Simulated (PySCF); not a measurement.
# C2H6Cl2Pb (Pb(CH3)2(Cl)2): the cost of one run

The runs use PySCF 2.14.0; B3LYP, Pb def2-SVP with ECP60, C def2-SVP, H def2-SVP, Cl def2-SVP; scalar-relativistic core potentials, no spin–orbit coupling.

3 further runs of the same task are left out: 2 for a known fault of the program, 1 that didn't finish.

## 1. Starting geometry

11 atoms, charge 0, spin multiplicity 1.

Bond lengths: Pb1–C2 2.245 Å, Pb1–C6 2.245 Å, Pb1–Cl10 2.484 Å, Pb1–Cl11 2.484 Å, C2–H3 1.097 Å, C2–H4 1.097 Å, C2–H5 1.097 Å, C6–H7 1.097 Å, C6–H8 1.097 Å, C6–H9 1.097 Å. Angles: C2–Pb1–C6 138.9°, C2–Pb1–Cl10 101.3°, C2–Pb1–Cl11 102.7°, C6–Pb1–Cl10 102.7°, C6–Pb1–Cl11 101.3°, Cl10–Pb1–Cl11 107.2°, Pb1–C2–H3 104.8°, Pb1–C2–H4 110.2°, Pb1–C2–H5 105.2°, H3–C2–H4 112.0°, H3–C2–H5 111.9°, H4–C2–H5 112.3°, Pb1–C6–H7 104.8°, Pb1–C6–H8 110.2°, Pb1–C6–H9 105.2°, H7–C6–H8 112.0°, H7–C6–H9 111.9°, H8–C6–H9 112.3°.

As a file:

```mol
C2H6Cl2Pb
  3D, bonds by distance, orders not assigned

 11 10  0  0  0  0  0  0  0  0999 V2000
   -0.0000   -0.0000    0.2663 Pb  0  0
    1.5254    1.4472    1.0541 C   0  0
    1.3171    2.3872    0.5279 H   0  0
    1.4220    1.5525    2.1412 H   0  0
    2.4965    1.0249    0.7672 H   0  0
   -1.5254   -1.4472    1.0541 C   0  0
   -1.3171   -2.3872    0.5279 H   0  0
   -1.4220   -1.5525    2.1412 H   0  0
   -2.4965   -1.0249    0.7672 H   0  0
    1.3994   -1.4282   -1.2067 Cl  0  0
   -1.3994    1.4282   -1.2067 Cl  0  0
  1  2  8  0
  1  6  8  0
  1 10  8  0
  1 11  8  0
  2  3  8  0
  2  4  8  0
  2  5  8  0
  6  7  8  0
  6  8  8  0
  6  9  8  0
M  END
```

Formal oxidation states: Pb +4. An earlier session relaxed this geometry at B3LYP, Pb def2-SVP with ECP60, C def2-SVP, H def2-SVP, Cl def2-SVP (singlet, point group C2).

Its energy there is -1192.891111 Eh.

## 2. Atoms moved at random, σ = 0.1 Å

The input, run.py (the lines that set the calculation):

```python
mol = gto.M(atom='''
Pb     0.05541     0.11934     0.38311
C      1.58315     1.44622     0.95262
H      1.36324     2.19466     0.53931
H      1.34220     1.61073     2.07507
H      2.27489     1.09914     0.62159
C     -1.34788    -1.38461     1.01825
H     -1.21558    -2.47758     0.52351
H     -1.34973    -1.62165     2.25157
H     -2.58366    -0.86503     0.74560
Cl     1.36100    -1.42528    -0.99254
Cl    -1.48303     1.30406    -1.28452''',
    basis={'Pb': 'def2-SVP', 'C': 'def2-SVP', 'H': 'def2-SVP', 'Cl': 'def2-SVP'},
    ecp={'Pb': 'def2-SVP'},
    charge=0, spin=0)
mf = dft.RKS(mol, xc='B3LYP')
mf.grids.atom_grid = (50, 194)
mf = mf.density_fit()  # fitting sets: Pb def2-universal-JKFIT, C def2-universal-JKFIT, H def2-universal-JKFIT, Cl def2-universal-JKFIT
mf.conv_tol = 1e-08; mf.max_cycle = 55
mf.kernel(dm0)  # dm0: the density of the relaxed state
```

Run with:

```
$ OMP_NUM_THREADS=2 python run.py
```

**Question.** How long does this run take on 2 threads of AMD EPYC 7B13 (Zen 3), shared host?

About 5.4 s.
